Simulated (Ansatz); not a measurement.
**Cl2H2OSn: taking an electron away**

An exercise on one series of results from a longer session: the logs are not shown, and one member is left open.

Program: Ansatz 0.2.0, Gaussian basis. Level of theory: unrestricted cation, the program's frozen cores in correlated methods. These are calculated values, not measurements.

The runs, in order: UKS PBE-D4/def2-TZVPP; UKS r2SCAN-D4/def2-TZVPP; UKS PBE0-D4/def2-TZVPP; UKS B3LYP-D4/def2-TZVPP; UKS wB97M-V/def2-TZVPP; UKS B2PLYP/def2-TZVPP; UHF-CCSD(T)/def2-TZVPP; UHF-MP2/def2-QZVPP; extrapolation to the limit; then −ε(HOMO) from the neutral's earlier runs with LDA (SPW92), PBE-D4, revPBE-D4, BLYP-D4, r2SCAN-D4, B97M-V, PBE0-D4, B3LYP-D4, r2SCANh-D4, r2SCAN0-D4, HSE06-D4, BHLYP-D4, CAM-B3LYP-D4, LC-ωPBE, ωB97X-V, ωB97M-V.

1 further run of the same task is left out (it didn't finish).

**Structure used throughout**

The geometry comes from an earlier relaxation with PBE0-D4 in a triple-zeta def2 set; it is a stationary point. Sn takes the def2 core potential; no spin-orbit term is included.

SMILES `[OH][SnH]([Cl])[Cl]`, 6 atoms, charge 0, spin multiplicity 1.

Atoms are counted from 1 here; the program's logs count them from 0.

Bond lengths: O1–Sn2 1.938 Å, O1–H5 0.961 Å, Sn2–Cl3 2.310 Å, Sn2–Cl4 2.310 Å, Sn2–H6 1.688 Å. Angles: Sn2–O1–H5 113.7°, O1–Sn2–Cl3 108.3°, O1–Sn2–Cl4 108.3°, O1–Sn2–H6 109.2°, Cl3–Sn2–Cl4 105.9°, Cl3–Sn2–H6 112.4°, Cl4–Sn2–H6 112.5°.

The first run:

Contents of in.yaml:

```yaml
crystal:
  periodic: [false, false, false]
  atoms:
    - {symbol: O, position_ang: [0.093623, 1.311334, -0.880381]}
    - {symbol: Sn, position_ang: [0.037731, -0.096961, 0.449959]}
    - {symbol: Cl, position_ang: [1.666632, -1.651217, -0.067932]}
    - {symbol: Cl, position_ang: [-1.980782, -1.203099, 0.251455]}
    - {symbol: H, position_ang: [-0.030686, 0.998437, -1.780751]}
    - {symbol: H, position_ang: [0.255682, 0.577505, 1.981549]}
basis:
  gaussian: {orbitals: def2-TZVPP}
total_charge: 1
magnetization: {spin_polarized: true, initial_magnetization: 1}
hamiltonian: {xc: pbe, dispersion: d4}
```

Launch:

```
ansatz run in.yaml --threads 2 --pin off --events-out ev --progress --plain --max-ram 32768MiB --backend cpu
```

Among the steps run: Cation, UKS PBE-D4/def2-TZVPP; Cation, UKS r2SCAN-D4/def2-TZVPP; Cation, UKS PBE0-D4/def2-TZVPP; Cation, UKS B3LYP-D4/def2-TZVPP; Cation, UKS wB97M-V/def2-TZVPP; Cation, UKS B2PLYP (frozen core)/def2-TZVPP; Cation, UHF-CCSD(T)/def2-TZVPP; Cation, UHF-MP2/def2-QZVPP.

One of the session's tables, all rows but one given; the rest of the session is left out.

For comparison, −ε(HOMO) of the neutral from earlier runs:

| functional | −ε(HOMO) (eV) |
| --- | --- |
| LDA (SPW92) | 7.82 |
| PBE-D4 | 7.64 |
| revPBE-D4 | 7.58 |
| BLYP-D4 | 7.51 |
| r2SCAN-D4 | 8.05 |
| B97M-V | 8.14 |
| PBE0-D4 | 9.24 |
| B3LYP-D4 | ? |
| r2SCANh-D4 | 8.64 |
| r2SCAN0-D4 | 9.50 |
| HSE06-D4 | 8.83 |
| BHLYP-D4 | 10.56 |
| CAM-B3LYP-D4 | 10.63 |
| LC-ωPBE | 12.10 |
| ωB97X-V | 11.70 |
| ωB97M-V | 11.54 |

**Question.** Estimate the row for B3LYP-D4.

Worked estimate for «−ε(HOMO) (eV)». Against the share of exact exchange, BLYP-D4 (0, 7.51), BHLYP-D4 (0.5, 10.56) give a slope of 6.10 per unit share; at 0.2 the line stands at 8.73.

As computed: −ε(HOMO) (eV): 8.94. In «−ε(HOMO) (eV)» the line misses by -0.21.
